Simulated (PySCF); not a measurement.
# C2H6BNS2: the cost of one run

Computed with PySCF 2.14.0, with density-fitted response routines of our own, on a single molecule in the gas phase. Atoms are numbered from 0 throughout.

### 1 The starting structure

12 atoms, charge 0, multiplicity 1; geometry from: GFN2-xTB. The atoms were then displaced at random by about 0.01 Å, so the start is not that level's minimum.

Bonds of the start (Å): N0–B1 1.41, B1–S2 1.82, S2–C3 1.79, C3–C4 1.50, C4–S5 1.84, S5–B1 1.82, N0–H6 1.02, N0–H7 0.98, C3–H8 1.07, C3–H9 1.12, C4–H10 1.09, C4–H11 1.11.

### 2 Relaxing the molecule at PBE0-D3(BJ)/def2-SVP

What the job is given:

```
{"job": {"xc": "PBE0", "basis": "def2-SVP", "d3": "d3bj", "grid": 1, "shake": 0.01, "kind": "geom"}, "charge": 0, "multiplicity": 1}
N      2.560550     0.111540     0.240470
B      1.152100     0.056270     0.184510
S      0.222400    -1.469370     0.538660
C     -1.331310    -0.814380    -0.055700
C     -1.455820     0.657580     0.230340
S      0.110370     1.488370    -0.248350
H      3.061430     0.981610     0.057870
H      3.145010    -0.642030     0.448480
H     -1.412900    -1.005660    -1.105780
H     -2.155530    -1.375220     0.463680
H     -2.266700     1.133200    -0.312240
H     -1.589910     0.849820     1.313760
```

On the command line:

```console
> OMP_NUM_THREADS=1 python probes_run.py task.json out
```

One launch serves the whole session: the jobs run in the order shown.

Q: Estimate the wall time and peak memory of this first job on 1 thread of Arm Neoverse V1, shared host.

About 43 s, with a peak of 0.52 GiB.
